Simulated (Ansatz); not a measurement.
# C₆H₁₀O: taking an electron away

Aim: the vertical ionisation energy of C₆H₁₀O, as cation minus neutral at the neutral's geometry, on several levels, and how well −ε(HOMO) stands in for it.

Computed with Ansatz 0.2.0, Gaussian basis. Level: unrestricted cation, the program's frozen cores in correlated methods.

The runs, in order: UKS PBE-D4/def2-TZVPP; UKS r2SCAN-D4/def2-TZVPP; UKS PBE0-D4/def2-TZVPP; UKS B3LYP-D4/def2-TZVPP; UKS wB97X-V/def2-TZVPP; UKS wB97M-V/def2-TZVPP; UKS B2PLYP/def2-TZVPP; UHF-CCSD(T)/def2-TZVPP; UHF-MP2/def2-QZVPP; extrapolation to the limit; then −ε(HOMO) from the neutral's earlier runs with LDA (SPW92), PBE-D4, revPBE-D4, BLYP-D4, r2SCAN-D4, B97M-V, PBE0-D4, B3LYP-D4, r2SCANh-D4, r2SCAN0-D4, HSE06-D4, BHLYP-D4, CAM-B3LYP-D4, LC-ωPBE, ωB97X-V, ωB97M-V.

## 1. The geometry

The geometry comes from an earlier relaxation with PBE0-D4 in a triple-zeta def2 set; it is a stationary point, not always the lowest conformer.

SMILES `CC(=O)C=C(C)C`, 17 atoms, charge 0, spin multiplicity 1.

Atoms are counted from 1 here; the program's logs count them from 0.

Bond lengths: C1–C2 1.509 Å, C1–H8 1.094 Å, C1–H9 1.094 Å, C1–H10 1.088 Å, C2–O3 1.214 Å, C2–C4 1.476 Å, C4–C5 1.343 Å, C4–H11 1.087 Å, C5–C6 1.491 Å, C5–C7 1.494 Å, C6–H12 1.095 Å, C6–H13 1.096 Å, C6–H14 1.085 Å, C7–H15 1.090 Å, C7–H16 1.095 Å, C7–H17 1.095 Å. Angles: C2–C1–H8 110.2°, C2–C1–H9 110.1°, C2–C1–H10 109.9°, H8–C1–H9 106.8°, H8–C1–H10 109.9°, H9–C1–H10 109.8°, C1–C2–O3 120.6°, C1–C2–C4 114.5°, O3–C2–C4 124.9°, C2–C4–C5 127.9°, C2–C4–H11 114.7°, C5–C4–H11 117.4°, C4–C5–C6 125.1°, C4–C5–C7 119.9°, C6–C5–C7 115.0°, C5–C6–H12 109.6°, C5–C6–H13 109.4°, C5–C6–H14 112.4° and more.

As a file:

```xyz
17
charge 0, multiplicity 1
C     1.1536   -2.3185   -1.1954
C     0.8685   -0.8457   -1.0345
O     1.3337   -0.0376   -1.8118
C     0.0065   -0.5117    0.1156
C    -0.4393    0.6987    0.4883
C    -0.1326    1.9785   -0.2119
C    -1.3135    0.8324    1.6925
H     0.2183   -2.8744   -1.3090
H     1.6462   -2.7066   -0.2988
H     1.7882   -2.4809   -2.0642
H    -0.2972   -1.3639    0.7183
H    -1.0667    2.4891   -0.4696
H     0.4016    2.6482    0.4715
H     0.4648    1.8285   -1.1054
H    -1.4981   -0.1253    2.1795
H    -2.2758    1.2758    1.4158
H    -0.8583    1.5134    2.4191
```

## 2. Cation, UKS PBE-D4/def2-TZVPP

in.yaml

```yaml
crystal:
  periodic: [false, false, false]
  atoms:
    - {symbol: C, position_ang: [1.153643, -2.318514, -1.195405]}
    - {symbol: C, position_ang: [0.868514, -0.845652, -1.034450]}
    - {symbol: O, position_ang: [1.333704, -0.037579, -1.811838]}
    - {symbol: C, position_ang: [0.006470, -0.511747, 0.115624]}
    - {symbol: C, position_ang: [-0.439269, 0.698740, 0.488330]}
    - {symbol: C, position_ang: [-0.132582, 1.978510, -0.211867]}
    - {symbol: C, position_ang: [-1.313548, 0.832393, 1.692469]}
    - {symbol: H, position_ang: [0.218310, -2.874436, -1.309040]}
    - {symbol: H, position_ang: [1.646202, -2.706588, -0.298830]}
    - {symbol: H, position_ang: [1.788203, -2.480930, -2.064244]}
    - {symbol: H, position_ang: [-0.297160, -1.363885, 0.718322]}
    - {symbol: H, position_ang: [-1.066731, 2.489091, -0.469582]}
    - {symbol: H, position_ang: [0.401623, 2.648171, 0.471539]}
    - {symbol: H, position_ang: [0.464839, 1.828473, -1.105397]}
    - {symbol: H, position_ang: [-1.498121, -0.125302, 2.179492]}
    - {symbol: H, position_ang: [-2.275767, 1.275844, 1.415786]}
    - {symbol: H, position_ang: [-0.858320, 1.513421, 2.419092]}
basis:
  gaussian: {orbitals: def2-TZVPP}
total_charge: 1
magnetization: {spin_polarized: true, initial_magnetization: 1}
hamiltonian: {xc: pbe, dispersion: d4}
```

On the command line:

```
ansatz run in.yaml --threads 2 --pin off --events-out ev --progress --plain --max-ram 32768MiB --backend cuda --devices 0, --max-vram 18GiB
```

The runs that follow: Cation, UKS r2SCAN-D4/def2-TZVPP; Cation, UKS PBE0-D4/def2-TZVPP; Cation, UKS B3LYP-D4/def2-TZVPP; Cation, UKS wB97X-V/def2-TZVPP; Cation, UKS wB97M-V/def2-TZVPP; Cation, UKS B2PLYP (frozen core)/def2-TZVPP; Cation, UHF-CCSD(T)/def2-TZVPP; Cation, UHF-MP2/def2-QZVPP.

Before running them: what should the planned runs give, taken together? Wanted: ionisation energy, CCSD(T)/CBS; nearest functional by difference; nearest −ε(HOMO); −ε(HOMO) of PBE; T1 of the cation.

The runs gave:

```
                        quantity               value
  ionisation energy, CCSD(T)/CBS             9.30 eV
nearest functional by difference   B2PLYP (-0.28 eV)
                nearest −ε(HOMO)  ωB97M-V (+0.06 eV)
                 −ε(HOMO) of PBE             5.33 eV
                T1 of the cation               0.025
```

In words: Energy differences with functionals land within 0.64 eV of the reference. The PBE orbital energy is 4.0 eV too small: a semilocal HOMO is no ionisation energy. Among orbital estimates ωB97M-V comes nearest. Hartree-Fock falls 1.62 eV short, as the neutral has more correlation energy than the cation. The cation may have settled in a state other than its lowest; no search over hole states beyond the program's own was made.
